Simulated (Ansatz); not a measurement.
Crystal: SbAs.

```xyz
2
Lattice="2.0327 1.1736 3.7166 -2.0327 1.1736 3.7166 0.0000 -2.3472 3.7166" Properties=species:S:1:pos:R:3 pbc="T T T"
Sb    0.0000    0.0000    8.5954
As    0.0000    0.0000    2.5544
```

The cell is a database's computed one.

- Program: Ansatz 0.2.0
- Task: relaxation of cell and atoms
- Functional: rPW86-PBE
- Dispersion: rVV10
- Potentials or basis: Ansatz PAW
- Cutoff: 420 eV (not typed: the program's choice for these potentials)
- k mesh: 8 × 8 × 8
- Occupations: fermi-dirac, width 0.05 eV
- Spin: no spin polarisation

At the start: volume 26.60 Å³/atom.

**Question.** Where does the relaxation end?

**Answer.** It ends after 6 steps and the volume is 27.98 Å³/atom (+5.2 %); space group R3m (No. 160, to 0.05 Å).

The path:
```
step  energy change (eV)  largest force (eV/Å)  volume (Å³)
   1              0.0000                0.2478        53.20
   2             -0.0050                0.1558        58.60
   3             -0.0253                0.0283        56.16
   4             -0.0255                0.0031        56.04
   5             -0.0255                0.0000        55.96
   6             -0.0262                0.0002        55.96
```

Final structure:
```
Sb As
1.0
     2.06974    1.19497    3.77094
    -2.06974    1.19497    3.77094
     0.00000   -2.38993    3.77094
Sb As
1 1
Direct
  0.77103 0.77103 0.77103
  0.22897 0.22897 0.22897
```

Caveat: the plane-wave basis is chosen anew once the cell has moved, so the energies of steps on either side of that aren't comparable; the PAW data sets come from PBE, with cores solved anew for the run's functional, which leaves a small shift of forces and pressure.
